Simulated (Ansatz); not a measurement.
Run this with Ansatz's Python interface and show what comes out.

`methods.py`:
```python
"""GeH5OSi at several levels of theory."""

import warnings

import ansatz as az

BASIS = "def2-SVP"

warnings.simplefilter("ignore", az.DeckWarning)

geometry_ang = [
    ("O", (-1.509, 0.055, -1.4171)),
    ("Ge", (-0.5914, 0.8741, -0.1433)),
    ("Si", (0.7258, -0.7082, 0.854)),
    ("H", (-2.0313, 0.8451, -1.8078)),
    ("H", (0.3029, 1.978, -0.7806)),
    ("H", (1.5579, -0.0566, 1.9234)),
    ("H", (1.6816, -1.2988, -0.1329)),
    ("H", (-0.0443, -1.7458, 1.4486)),
]
mol = az.Crystal.molecule()
for symbol, xyz in geometry_ang:
    mol = mol.atom(symbol, xyz)

job = mol.calculation().basis(gaussian=BASIS).spin("collinear", total=1)

methods = ["mp2", "ccsd", "ccsd_t"]
batch = az.Session.batch([job.correlation(m).input() for m in methods])
reports = sorted(batch.plan().execute().molecular_reports, key=lambda each: each["member"])
print(f"Hartree-Fock reference {reports[0]['reference_energy_ev'] / 27.211386246:.6f} Ha")
best = reports[-1]["free_energy_ev"] - reports[-1]["reference_energy_ev"]
for method, each in zip(methods, reports):
    gained = each["free_energy_ev"] - each["reference_energy_ev"]
    print(f"{method:8s} total {each['free_energy_ev'] / 27.211386246:.6f} Ha  correlation {gained:9.4f} eV  ({100 * gained / best:.1f} % of the last)")
```

Running `python methods.py` prints:
```text
Hartree-Fock reference -2441.626255 Ha
mp2      total -2442.137390 Ha  correlation  -13.9087 eV  (92.0 % of the last)
ccsd     total -2442.167841 Ha  correlation  -14.7373 eV  (97.4 % of the last)
ccsd_t   total -2442.182097 Ha  correlation  -15.1252 eV  (100.0 % of the last)
```

Total energies depend on the basis set; only differences at equal settings carry meaning. The geometry is a force-field or estimated start, not a minimum of this method, and the basis set is short of its limit. A lower total doesn't mark the better method: functionals have no common bound, and MP2 and coupled cluster aren't variational. The species is open-shell (spin multiplicity 2). Inner cores stay frozen; a filled d shell under the valence of the heavier atoms is correlated with it.
